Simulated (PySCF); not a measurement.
# C8F12FeS4 (Fe(tfd)2): the cost of one run

Programs: PySCF 2.14.0, with routines of our own; each step states its level. All values are computed. Atoms count from 0.

## 1. The starting structure

25 atoms, charge 0, multiplicity 3; geometry from: GFN2-xTB.

## 2. Open-shell or spin-flip excitations: unrestricted TDA B3LYP/def2-SVP Fe:def2-TZVP

What the job is given:

```
{"job": {"kind": "uabs", "xc": "B3LYP", "basis": {"default": "def2-SVP", "Fe": "def2-TZVP"}, "nstates": 15, "tda": true, "pol": false}, "charge": 0, "multiplicity": 3}
Fe     0.002150    -0.002330     0.017180
S      2.161070     0.013220     0.079170
C      2.630090     1.662760     0.042600
C      4.117720     1.935670     0.079340
F      4.791840     0.891550     0.563850
F      4.427120     2.982850     0.847460
F      4.605770     2.177020    -1.143530
C      1.666420     2.625720    -0.053170
C      1.938090     4.112900    -0.109290
F      2.979140     4.414340    -0.889000
F      0.889740     4.780730    -0.593260
F      2.188750     4.615190     1.106020
S      0.016460     2.156640    -0.065810
S     -2.157660    -0.014110     0.098820
C     -2.627840    -1.663510     0.065640
C     -4.115720    -1.933250     0.109480
F     -4.784300    -0.890680     0.605000
F     -4.424280    -2.985040     0.871430
F     -4.610960    -2.164780    -1.112630
C     -1.665770    -2.627390    -0.037860
C     -1.941120    -4.113970    -0.092300
F     -2.979570    -4.413070    -0.876500
F     -0.892770    -4.785900    -0.570080
F     -2.199180    -4.613430     1.122670
S     -0.015190    -2.161120    -0.065250
```

With the program's defaults for keys left out, this is: unrestricted TDA B3LYP/def2-SVP Fe:def2-TZVP, vertical, gas phase, core orbitals frozen in the response.

On the command line:

```sh
$ OMP_NUM_THREADS=4 python excited_run.py task.json out
```

This one command runs all jobs of the session in turn.

**Question.** How long does this first job take on 4 threads of Arm Neoverse N1, shared host, and how much memory does it need?

About 32 min, with a peak of 4 GiB.
